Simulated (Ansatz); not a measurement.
# ZrI₂F₂: basis-set convergence

An exercise on one series of results from a longer session: the logs are not shown, and one member is left open.

The runs use Ansatz 0.2.0, Gaussian basis; one geometry, several basis sets.

Levels to be run: PBE0-D4/def2-SVP; ωB97M-V/def2-SVP; PBE0-D4/def2-QZVPP; ωB97M-V/def2-QZVPP; the functionals' def2-TZVPP values are taken from earlier runs.

## The relaxed structure

An earlier PBE0-D4 in a triple-zeta def2 set relaxation fixed the geometry. Zr, I take the def2 core potential; no spin-orbit term is included.

SMILES `[F][Zr]([F])([I])[I]`, 5 atoms, charge 0, spin multiplicity 1.

Atoms are counted from 1 here; the program's logs count them from 0.

Bond lengths: F1–Zr2 1.878 Å, Zr2–F3 1.878 Å, Zr2–I4 2.698 Å, Zr2–I5 2.698 Å. Angles: F1–Zr2–F3 108.7°, F1–Zr2–I4 109.5°, F1–Zr2–I5 109.5°, F3–Zr2–I4 109.5°, F3–Zr2–I5 109.5°, I4–Zr2–I5 109.9°.

Set-up of the first run:

in.yaml reads:

```yaml
crystal:
  periodic: [false, false, false]
  atoms:
    - {symbol: F, position_ang: [0.200360, -0.528056, 1.904239]}
    - {symbol: Zr, position_ang: [0.119181, -0.137906, 0.069152]}
    - {symbol: F, position_ang: [1.351553, -1.229350, -0.834378]}
    - {symbol: I, position_ang: [-2.368429, -0.633410, -0.849728]}
    - {symbol: I, position_ang: [0.747136, 2.455122, -0.330784]}
basis:
  gaussian: {orbitals: def2-SVP}
hamiltonian: {xc: pbe0, dispersion: d4}
output: {orbitals: {seedname: orbitals}}
```

Steps of the session up to this table: PBE0-D4 in def2-SVP; ωB97M-V in def2-SVP; PBE0-D4 in def2-QZVPP; ωB97M-V in def2-QZVPP.

One table of the session follows, with a row left open; its other results are not shown here.

It belongs to the step «Density functionals: the series». 

| functional | basis | HOMO (eV) | LUMO (eV) |
| --- | --- | --- | --- |
| PBE0-D4 | def2-SVP | -8.12 | -2.65 |
| PBE0-D4 | def2-TZVPP | -8.11 | -2.62 |
| PBE0-D4 | def2-QZVPP | -8.11 | -2.61 |
| ωB97M-V | def2-SVP | ? | ? |
| ωB97M-V | def2-TZVPP | -10.13 | -0.70 |
| ωB97M-V | def2-QZVPP | -10.13 | -0.68 |

Q: Estimate the row for ωB97M-V, def2-SVP from the others.

As computed: HOMO (eV): -10.11; LUMO (eV): -0.69. In the column «HOMO (eV)» it lies between ωB97M-V, def2-QZVPP (-10.13) and PBE0-D4, def2-SVP (-8.12).
